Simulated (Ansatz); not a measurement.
**Reference phase of Pd, 1 atom**

Wanted: energy, pressure and frontier levels of the defect-free cell (PBEsol, HSE06 and r²SCAN).

All numbers are computed with Ansatz 0.2.0 (PAW, plane waves).

**1. The starting cell**

1 atoms (1 Pd); a = 2.742 Å, b = 2.742 Å, c = 2.742 Å, α = 60.00°, β = 60.00°, γ = 60.00°.

Steps to follow: (2) PBEsol single point at a 13×13×13 mesh, on 1 × NVIDIA GB300 Max-Q with 8 threads of Arm Neoverse-V2; (3) HSE06 single point at a 13×13×13 mesh, on 1 × NVIDIA GB300 Max-Q with 8 threads of Arm Neoverse-V2; (4) r²SCAN single point at a 13×13×13 mesh, on 1 × NVIDIA GB300 Max-Q with 8 threads of Arm Neoverse-V2.

Structure file:

```
Pd
1.0
     0.00000    1.93874    1.93874
     1.93874    0.00000    1.93874
     1.93874    1.93874    0.00000
Pd
1
Direct
  0.00000 0.00000 0.00000
```

**2. PBEsol single point**

in.yaml

```yaml
crystal:
  lattice:
    - [0.000000, 1.938745, 1.938745]
    - [1.938745, 0.000000, 1.938745]
    - [1.938745, 1.938745, 0.000000]
  atoms:
    - { symbol: Pd, position: [0.000000, 0.000000, 0.000000] }
kpoints:
  mp_grid: { grid: [13, 13, 13] }
hamiltonian:
  xc: pbesol
scf:
  occupations: { method: fermi_dirac, width: 0.1 }
output:
  forces: true
  eigenvalues: true
  stress: true
  populations: true
```

The run is started by

```
$ ansatz run in.yaml --threads 8 --pin off --max-ram 118750MiB --runs-dir r --events-out ev --progress --plain --backend cuda --devices 0,
```

**3. Single point with HSE06**

in.yaml, as its differences from that of step 2:

```diff
@@ -10,3 +10,3 @@
 hamiltonian:
-  xc: pbesol
+  xc: hse06
 scf:
@@ -16,3 +16,2 @@
   eigenvalues: true
-  stress: true
   populations: true
```

**4. r²SCAN on the same atoms**

in.yaml, as its differences from that of step 3:

```diff
@@ -10,3 +10,3 @@
 hamiltonian:
-  xc: hse06
+  xc: r2scan
 scf:
```

What does the calculation give? Wanted: for each run, energy; pressure.

The runs gave:

```
 level         time  energy (eV/atom)  pressure (GPa)
PBEsol    3 s (GPU)        -6906.6521            0.12
 HSE06   12 s (GPU)        -6975.2272               -
r²SCAN  2.3 s (GPU)        -6985.7405               -
```

No level run gives a gap: levels at the Fermi energy are partly filled. Exact exchange costs time: HSE06 ran about 3.9 times as long as PBEsol on the same kind of device.
